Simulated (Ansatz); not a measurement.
This was printed by a script on Ansatz 0.2.0, Python API, for a ladder of methods at one geometry of F₃HSeSi, SMILES F[Si](F)(F)[SeH]. What did the script look like? Use (for the species named): LC-wPBE, def2-SVP basis, multiplicity 1. The script varies functional: lc_wpbe, pbe0, hf, revpbe, lda.

| atom | x (Å) | y (Å) | z (Å) |
| --- | --- | --- | --- |
| F | 0.2018 | -0.4099 | 1.6786 |
| Si | 0.1838 | -0.4497 | 0.0959 |
| F | -0.1147 | -1.9505 | -0.2878 |
| F | 1.7001 | -0.2037 | -0.2882 |
| Se | -1.2698 | 0.9016 | -0.8706 |
| H | -0.7012 | 2.1122 | -0.3280 |

```console
$ python methods_f3hsesi.py
functional    E (Ha)        dipole (D)   HOMO (eV)  LUMO (eV)
lc_wpbe      -2990.182512     2.114     -10.821      2.022
pbe0         -2990.075344     2.217      -8.137     -0.367
hf           -2987.260753     2.490     -10.955      3.036
revpbe       -2990.390337     1.995      -6.772     -1.166
lda          -2984.285256     2.106      -6.952     -1.367
```

One script that gives this output:

`methods_f3hsesi.py`
```python
"""One geometry of F3HSeSi, method by method."""

from pathlib import Path

import ansatz as az
import numpy as np


def main() -> None:
    geometry = (
        az.Crystal.molecule()
        .atom("F", [0.20178, -0.40993, 1.67862])
        .atom("Si", [0.18383, -0.44969, 0.09595])
        .atom("F", [-0.11471, -1.95048, -0.28783])
        .atom("F", [1.70006, -0.20371, -0.28818])
        .atom("Se", [-1.26979, 0.90159, -0.8706])
        .atom("H", [-0.70117, 2.11221, -0.32795])
    )

    base = geometry.calculation().basis(gaussian="def2-SVP")

    print("functional    E (Ha)        dipole (D)   HOMO (eV)  LUMO (eV)")
    for name in ["lc_wpbe", "pbe0", "hf", "revpbe", "lda"]:
        rep = base.functional(name).forces().orbitals().run(runs_dir="runs").report
        lines = Path(rep["orbitals_path"]).read_text().splitlines()
        field_of = lambda key: [line.split("=")[1].strip() for line in lines if line.startswith(key)]
        orbitals = [(27.211386 * float(e), s, float(n)) for e, s, n in zip(field_of("Ene="), field_of("Spin="), field_of("Occup="))]
        homo = max(e for e, _, n in orbitals if n > 0.5)
        lumo = min(e for e, _, n in orbitals if n < 0.5)
        dipole = 4.803205 * np.linalg.norm(rep["charge_distribution"]["dipole_moment_e_ang"])
        print(f"{name:10s} {rep['free_energy_ev'] / 27.211386246:14.6f} {dipole:9.3f} {homo:11.3f} {lumo:10.3f}")


if __name__ == "__main__":
    main()
```

Caveats:
- Total energies depend on the basis set; only differences at equal settings carry meaning.
- The geometry is a force-field or estimated start, not a minimum of this method, and the basis set is short of its limit. A lower total doesn't mark the better method: functionals have no common bound, and MP2 and coupled cluster aren't variational.
- Levels such as HOMO and LUMO are orbital energies: with these approximate functionals they aren't the ionisation energy and electron affinity, and their gap isn't the fundamental gap.
- It ran for 15 s on 1 thread of AMD EPYC 7R43 64-Core Processor (Zen 3), with other jobs on the host, peak memory 0.28 GiB.
